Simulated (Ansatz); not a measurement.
# quartet SnH3O at 6 levels

We compute a comparison of 6 runs (UHF/def2-TZVP, U-revPBE/def2-TZVP, UB3LYP/def2-TZVP, UCAM-B3LYP/def2-TZVP, USVWN5/def2-TZVP, UCCSD/def2-TZVP) of quartet SnH3O. 

The results are computed with Ansatz 0.2.0.

28 further runs of the same task are left out: 28 set aside as unsound or not needed. Runs told in other sessions of the task aren't counted.

### 1 The molecule

SnH3O: 5 atoms, total charge 0, spin state quartet. As SMILES of the parent species, `[OH][SnH2]`. The coordinates come from a PBE0-D4/def2-TZVP relaxation. This is one conformer, not always the lowest. That shape belongs to the parent species and isn't relaxed for this state.

Bond lengths: O1–Sn2 1.976 Å, O1–H3 0.960 Å, Sn2–H4 1.735 Å, Sn2–H5 1.722 Å. Angles: O1–Sn2–H4 106.9°, O1–Sn2–H5 101.9°, Sn2–O1–H3 113.3°, H4–Sn2–H5 111.7°.

### 2 The energy at UHF/def2-TZVP (core potential) (run 1)

Contents of in.yaml:

```yaml
basis:
  gaussian:
    orbitals: def2-TZVP
crystal:
  periodic: [false, false, false]
  atoms:
    - {symbol: O, position_ang: [0.707400, -0.732900, 0.861900]}
    - {symbol: Sn, position_ang: [0.104500, 0.308800, -0.705500]}
    - {symbol: H, position_ang: [0.368600, -1.631300, 0.873200]}
    - {symbol: H, position_ang: [-1.606800, 0.061300, -0.845900]}
    - {symbol: H, position_ang: [0.476300, 1.920400, -0.224900]}
magnetization:
  spin_polarized: true
  initial_magnetization: 3
hamiltonian:
  xc: hf
accuracy: high
output:
  orbitals: {seedname: orbitals}
```

Started as:

```console
ansatz run in.yaml --threads 1 --pin off --max-ram 2610MiB --events-out events.jsonl --progress --plain --runs-dir runs
```

Output:

```text
Warning: RAYON_NUM_THREADS=1 ignored (pool sized by the plan → 1); use --threads N
Functional definition: HF
  name "HF"
  exchange = exact_x
  correlation = 0
1887 factors; integrals over basis functions are off by at most 3.8e-9 eV
mean field evaluation 1: about -7879.1042 eV, gradient 3.0e1 eV
mean field evaluation 2: about -7879.1200 eV, gradient 3.0e1 eV
mean field evaluation 4: about -7883.3465 eV, gradient 3.4e0 eV
mean field evaluation 8: about -7883.8289 eV, gradient 9.9e-1 eV
mean field evaluation 16: about -7885.2691 eV, gradient 1.9e-1 eV
mean field evaluation 32: about -7885.0220 eV, gradient 7.1e-1 eV
mean field evaluation 64: about -7885.2612 eV, gradient 2.1e-1 eV
mean field evaluation 96: about -7882.0936 eV, gradient 6.3e0 eV
mean field evaluation 128: about -7883.2446 eV, gradient 1.2e0 eV
mean field evaluation 160: about -7880.9711 eV, gradient 2.5e0 eV
mean field evaluation 192: about -7884.4522 eV, gradient 1.7e0 eV
mean field -7885.26833312 eV, -289.7782664153 hartree, gradient 2.1e-8 eV, S^2 3.761581; 3 other end points of the search recorded, 0 dependent functions left out
reference -7885.26833312 eV, -289.7782664153 hartree; 18, 15 occupied and 81, 84 virtual orbitals, 1887 factors
Total energy: -7885.26833312 eV, -289.7782664153 hartree
```

Wall time 5.1 s (1 thread of AMD EPYC 9R45 (Zen 5), shared host); peak memory 0.32 GiB.

### 3 A single-point energy at U-revPBE/def2-TZVP (core potential) (run 2)

Contents of job.yaml:

```yaml
basis:
  gaussian:
    orbitals: def2-TZVP
crystal:
  periodic: [false, false, false]
  atoms:
    - symbol: O
      position_ang: [0.707400, -0.732900, 0.861900]
    - symbol: Sn
      position_ang: [0.104500, 0.308800, -0.705500]
    - symbol: H
      position_ang: [0.368600, -1.631300, 0.873200]
    - symbol: H
      position_ang: [-1.606800, 0.061300, -0.845900]
    - symbol: H
      position_ang: [0.476300, 1.920400, -0.224900]
accuracy: high
magnetization:
  spin_polarized: true
  initial_magnetization: 3
output: {orbitals: {seedname: orbitals}}
hamiltonian:
  xc: {name: revPBE}
```

Started as:

```console
ansatz run job.yaml --threads 1 --pin off --max-ram 2610MiB --events-out events.jsonl --progress --plain --runs-dir runs
```

Output:

```text
Warning: RAYON_NUM_THREADS=1 ignored (pool sized by the plan → 1); use --threads N
Functional definition: revPBE
  name "revPBE"
  parameter kappa = 1.245
  parameter beta = 0.06672455060314922
  exchange = pbe_x(kappa = kappa, mu = beta*pi^2/3)
  correlation = pbe_c(beta = beta)
1887 factors; integrals over basis functions are off by at most 3.8e-9 eV
mean field evaluation 1: about -7912.7184 eV, gradient 5.0e1 eV
mean field evaluation 2: about -7747.3682 eV, gradient 1.4e2 eV
mean field evaluation 4: about -7915.2923 eV, gradient 3.3e1 eV
mean field evaluation 8: about -7922.3793 eV, gradient 1.0e0 eV
mean field evaluation 16: about -7922.3810 eV, gradient 7.2e-3 eV
mean field evaluation 32: about -7922.3810 eV, gradient 3.6e-8 eV
mean field evaluation 64: about -7922.3223 eV, gradient 8.8e-1 eV
mean field -7922.38095345 eV, -291.1421300565 hartree, gradient 3.6e-8 eV, S^2 3.754644; 6 other end points of the search recorded, 0 dependent functions left out
reference -7922.38095850 eV, -291.1421302421 hartree; 18, 15 occupied and 81, 84 virtual orbitals, 1887 factors
Total energy: -7922.38095850 eV, -291.1421302421 hartree
```

Wall time 6.3 s (1 thread of AMD EPYC 9R45 (Zen 5), shared host); peak memory 0.32 GiB.

Runs 3 to 5 aren't shown in full; the table further down has their settings and results.

### 4 A single-point energy at UCCSD/def2-TZVP (core potential) (run 6)

Contents of molecule.yaml:

```yaml
crystal:
  periodic: [false, false, false]
  atoms:
    - symbol: O
      position_ang: [0.707400, -0.732900, 0.861900]
    - symbol: Sn
      position_ang: [0.104500, 0.308800, -0.705500]
    - symbol: H
      position_ang: [0.368600, -1.631300, 0.873200]
    - symbol: H
      position_ang: [-1.606800, 0.061300, -0.845900]
    - symbol: H
      position_ang: [0.476300, 1.920400, -0.224900]
basis:
  gaussian:
    orbitals: def2-TZVP
magnetization:
  spin_polarized: true
  initial_magnetization: 3
correlation:
  method: ccsd
  frozen_orbitals: {H: 0, O: 1, Sn: 4}
accuracy: high
scf:
  omitted_lower_state_checks: [cluster_reference, increment]
```

Started as:

```console
ansatz run molecule.yaml --threads 1 --pin off --max-ram 2610MiB --events-out events.jsonl --progress --plain --runs-dir runs
```

Output (excerpt; [...] marks lines left out):

```text
Warning: RAYON_NUM_THREADS=1 ignored (pool sized by the plan → 1); use --threads N
[... 2 set-up lines as earlier in the session ...]
[...]
1887 factors; integrals over basis functions are off by at most 3.8e-9 eV
[...]
mean field -7885.26833312 eV, -289.7782664153 hartree, gradient 2.1e-8 eV, S^2 3.761581; 5 other end points of the search recorded, 0 dependent functions left out
5 core orbitals not correlated: weight in the atoms' cores, before any rotation towards them, 1.000 or more for the frozen orbitals, at most 0.000 for the correlated occupied ones
reference -7885.26833312 eV, -289.7782664153 hartree; 13, 10 occupied and 81, 84 virtual orbitals, 1887 factors
second order -13.59269227 eV of doubles, -0.00000000 eV of singles
cycle   1  -13.74538235 eV  change   -1.5e-1 eV  update   9.0e-2
[...]
cycle  42  -14.20391593 eV  change   4.2e-10 eV  update   1.8e-9
Total energy: -7899.47224905 eV, -290.3002506981 hartree
Checks for a lower state left out: cluster_reference, increment
```

It took 61 s on 1 thread of AMD EPYC 9R45 (Zen 5), shared host; peak memory 1.5 GiB.

### 5 All runs side by side

```
run                                  level  frozen core orbitals  energy (Eh)  HOMO energy (eV)   ⟨S²⟩  wall time
  1         UHF/def2-TZVP (core potential)                     –  -289.778266             -4.55  3.762      5.1 s
  2    U-revPBE/def2-TZVP (core potential)                     –  -291.142130             -2.24  3.755      6.3 s
  3      UB3LYP/def2-TZVP (core potential)                     –  -291.185849             -2.82  3.761      6.9 s
  4  UCAM-B3LYP/def2-TZVP (core potential)                     –  -291.058732             -3.95  3.760       11 s
  5      USVWN5/def2-TZVP (core potential)                     –  -290.223853             -2.39  3.753        3 s
  6       UCCSD/def2-TZVP (core potential)                     5  -290.300251                 –  3.762       61 s
```

### 6 Summary of results

| quantity | value |
| --- | --- |
| run 6: total energy | -290.30025 Eh |
| run 6: correlation energy (5 core orbitals frozen) | -522.0 mEh |
| run 6: ⟨S²⟩ of the reference determinant | 3.762 |
| run 6: T1 diagnostic | 0.034 |

In words: Totals of different functionals can't be ranked against each other. All runs together took 94 s, the longest 61 s.
